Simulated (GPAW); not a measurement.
Crystal: CsLiCr2Te2S3.

```
CELL_PARAMETERS angstrom
3.42162 -5.18069 0.00784
3.42162 5.18069 0.00784
-2.90411 0.00000 7.43093
ATOMIC_POSITIONS crystal
Cs 0.09374 0.09374 0.00853
Li 0.58875 0.58875 0.55336
Cr 0.05646 0.46755 0.55790
Cr 0.46755 0.05646 0.55790
Te 0.56486 0.87357 0.29035
Te 0.87357 0.56486 0.29035
S 0.81151 0.39697 0.73347
S 0.39697 0.81151 0.73347
S 0.21404 0.21404 0.48371
```

The cell was built by a generator and needn't be a form met in nature.

Base run:

* Program: GPAW 26.7.0
* Functional: PBE
* Potentials or basis: GPAW PAW data sets (gpaw-data 1.2.1)
* Cutoff: 800 eV
* Basis: pw
* k mesh: 4 × 4 × 3
* Occupations: fermi-dirac, width 0.05 eV
* Spin: collinear spin, ferromagnetic start
* Starting moments: [0.0, 0.0, 3.0, 3.0, 0.0, 0.0, 0.0, 0.0, 0.0] μB
* Hubbard terms: Cr d U = 2 eV

Its results: pressure 2.4 GPa; net moment 4.96 μB per cell; site moments Cs -0.00; Li +0.00; Cr +2.83; Te -0.17; S -0.13, -0.15 μB; largest force 0.983 eV/Å.

**Question.** The run is repeated on the same cell with these changes: hubbard terms from Cr d U = 2 eV to none. What comes out?

**Answer.** Pressure 0.2 GPa; net moment 4.02 μB per cell; site moments Cs -0.00; Li +0.00; Cr +2.20; Te -0.16; S -0.07 μB; largest force 0.107 eV/Å.

Caveats: only a ferromagnetic start was run, and an antiferromagnetic order may lie lower in energy.
